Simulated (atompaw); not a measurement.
**A PAW (atompaw) potential for Pt, from input to tests**

Do these settings give a usable potential? It is generated, then checked for scattering, ghosts and hardness.

The numbers are computed with atompaw 4.2.0.5 (PBEsol, scalar-relativistic, spin-unpolarised reference atom).

### 1 Starting point

Typed settings, in words:

```
element                 : platinum (Pt, Z = 78)
type                    : PAW
frozen core             : [Kr] 4d10 4f14
valence charge          : 18
reference configuration : 5s2 5p6 5d8 6s0 6p0 (charge +2)
partial waves           : 5s (bound): rc 1.05 bohr; 6s (bound, empty): rc 1.45 bohr; 5p (bound): rc 1.95 bohr; 6p (bound, empty): rc 2.40 bohr; 5d (bound): rc 2.40 bohr; 5d channel at 3.45 Ry: rc 2.40 bohr
local potential         : bessel scheme, radius 2.00 bohr
core correction         : smooth core density matched at 1.85 bohr
augmentation charge     : besselshape compensation charge, radius 2.05 bohr; PAW radius 2.40 bohr; waves and projectors: custom polynom2 7 10 vanderbiltortho
```

The outer shells as boxes (Hund's rule for the drawing; the calculation is spin-unpolarised):

```
[Kr] core
4d [↑↓][↑↓][↑↓][↑↓][↑↓]
4f [↑↓][↑↓][↑↓][↑↓][↑↓][↑↓][↑↓]
5s [↑↓]
5p [↑↓][↑↓][↑↓]
5d [↑↓][↑↓][↑↓][↑ ][↑ ]
6s [  ]
6p [  ][  ][  ]
```

An earlier all-electron run gives the scale for the radii.

All-electron outer shells of the reference configuration (PBEsol, scalar-relativistic, ld1.x):

| shell | level (eV) | outermost node (bohr) | outermost maximum (bohr) |
| --- | --- | --- | --- |
| 5s | -122.83 | 0.49 | 0.87 |
| 4f | -91.16 | – | 0.38 |
| 5p | -76.87 | 0.53 | 0.98 |
| 5d | -25.91 | 0.57 | 1.24 |
| 6s | -22.13 | 1.13 | 2.18 |
| 6p | -14.23 | 1.33 | 2.73 |
| 5f | -4.07 | 0.72 | 5.58 |

### 2 Generation

The input, Pt.input:

```
Pt 78
GGA-PBESOL scalarrelativistic loggrid 2001 logderivrange -11 5 401
6 6 5 4 0 0
6 0 0
6 1 0
5 2 8
0 0 0
c
c
c
c
v
v
c
c
c
v
v
c
c
v
c
2
2.40 2.05 2.00 1.85
n
n
y
3.45
n
custom polynom2 7 10 vanderbiltortho besselshape
bessel
1.05
1.45
1.95
2.40
2.40
2.40
PWSCFOUT
UPFDX 0.0125d0 UPFXMIN -7.d0 UPFZMESH 78.d0
END
```

Launch:

```sh
$ atompaw < Pt.input > Pt.log
```

**Question.** What will these runs give? Wanted: cutoffs for 10 and 1 mRy, occupied levels; bound ghosts; largest phase difference near zero energy, channels read; lowest eigenvalue of the overlap; share of valence orbitals outside the PAW sphere; UPF file.

The runs gave:

```
                                                quantity                                      value
               cutoffs for 10 and 1 mRy, occupied levels                           40 Ry and 260 Ry
                                            bound ghosts                                 none found
largest phase difference near zero energy, channels read                                  0.040 rad
         lowest eigenvalue of the overlap (Bessel basis)                                  0.579 (s)
        share of valence orbitals outside the PAW sphere  5s 0 %, 6s 50 %, 5p 0 %, 6p 76 %, 5d 10 %
                                                UPF file                                    written
```

**Reading.** By its cutoff, 40 Ry for the looser tolerance, it is of middling hardness. The tighter tolerance needs 260 Ry, and converged work needs a cutoff nearer that. The slowest occupied level is 5s: taken alone it needs 230 Ry to come within 1 mRy, against 35 Ry for 5d. The Bessel-basis test finds no level below the valence levels. Near zero energy the largest phase difference among the channels read is 0.04 rad, in the d channel. Note that the frozen 4f shell (-91 eV) lies higher than the valence 5s shell (-123 eV). These are tests on the free atom; a crystal test is still owed.
